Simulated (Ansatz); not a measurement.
TlSn:

```
Tl Sn
1.0
     3.61473    0.00000    0.00000
     0.00000    3.61473    0.00000
     0.00000    0.00000    4.37500
Tl Sn
1 1
Cartesian
  0.0000 0.0000 0.0000
  1.8074 1.8074 2.1875
```

- Program: Ansatz 0.2.0
- Task: relaxation of cell and atoms
- Functional: revPBE
- Potentials or basis: Ansatz PAW
- Cutoff: 420 eV (not typed: the program's choice for these potentials)
- k mesh: 7 × 7 × 6
- Occupations: fermi-dirac, width 0.05 eV
- Spin: no spin polarisation

At the start: volume 28.58 Å³/atom.

Task: How do energy, volume and symmetry change on relaxing?

Result: It ends after 12 steps and the volume is 30.33 Å³/atom (+6.1 %); space group P4/mmm (No. 123, to 0.05 Å).

Step by step:
```csv
step,energy change (eV),largest force (eV/Å),volume (Å³)
1,0.0000,0.0000,57.16
2,-0.0292,0.0000,60.59
3,-0.0413,0.0000,61.87
4,-0.0651,0.0000,62.46
5,-0.1144,0.0000,62.20
6,-0.1275,0.0000,60.03
7,-0.1330,0.0000,60.65
8,-0.1333,0.0000,60.52
9,-0.1362,0.0000,60.52
10,-0.1364,0.0000,60.66
11,-0.1364,0.0000,60.67
12,-0.1365,0.0000,60.67
```

Final structure:
```cif
data_structure
_symmetry_space_group_name_H-M 'P 1'
_symmetry_Int_Tables_number 1
_cell_length_a 3.4485
_cell_length_b 3.4485
_cell_length_c 5.1017
_cell_angle_alpha 90.000
_cell_angle_beta 90.000
_cell_angle_gamma 90.000
_cell_volume 60.67
loop_
_atom_site_label
_atom_site_type_symbol
_atom_site_fract_x
_atom_site_fract_y
_atom_site_fract_z
_atom_site_occupancy
Tl1 Tl 0.00000 0.00000 0.00000 1
Sn1 Sn 0.50000 0.50000 0.50000 1
```

Caveat: the plane-wave basis is chosen anew once the cell has moved, so the energies of steps on either side of that aren't comparable; the PAW data sets come from PBE, with cores solved anew for the run's functional, which leaves a small shift of forces and pressure.
